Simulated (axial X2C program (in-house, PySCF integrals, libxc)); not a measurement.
# SeGa: EOM-IP-CCSD levels

Aim: EOM-IP-CCSD levels of SeGa, with spin–orbit coupling in the Hamiltonian from the start.

Method: two-component X2C with atomic mean-field terms, Se dyall-acv3z, Ga dyall-acv3z; program: an in-house X2C program for linear molecules on PySCF integrals.

All values are calculated.

## Step 1: Set-up

Input file task.json:

```json
{
 "zs": [
  34,
  31
 ],
 "q": 0,
 "bas": [
  "dyall-acv3z",
  "dyall-acv3z"
 ],
 "r0": 2.24,
 "eom": "ip",
 "rq": -1,
 "thr": -2.0,
 "nmax": 95,
 "grid": [
  1,
  0.96,
  1.045,
  0.92,
  1.09,
  1.15
 ]
}
```

Keys: zs atomic numbers; q charge; bas basis sets; r0 starting distance in Å; eom kind of EOM run; thr threshold in hartree for freezing inner shells (an s shell follows its p shell); nmax most natural virtual spinors; grid distances as factors.

Run with:

```sh
python soeom.py task.json out
```

The runs that follow: EOM-IP-CCSD at 2.261 Å.

Before running it: what results should come out? Wanted: next root led by one particle; T1 of the reference.

The runs gave:

| quantity | value |
| --- | --- |
| lowest root at 2.261 Å | Ω = 1/2, 2.702 eV |
| next root led by one particle | Ω = 3/2, about 1850 cm⁻¹ higher |
| T1 of the reference | 0.017 |

**Reading.** Removing an electron from the reference determinant of SeGa⁻ costs 2.70 eV and empties a spinor of 35% Ga pσ, 35% Se pσ, 18% Ga sσ. Errors of 0.1 to 0.3 eV are usual at this size, and roots led by higher excitations are left out, so the list is incomplete, and low states of that kind can be missing.
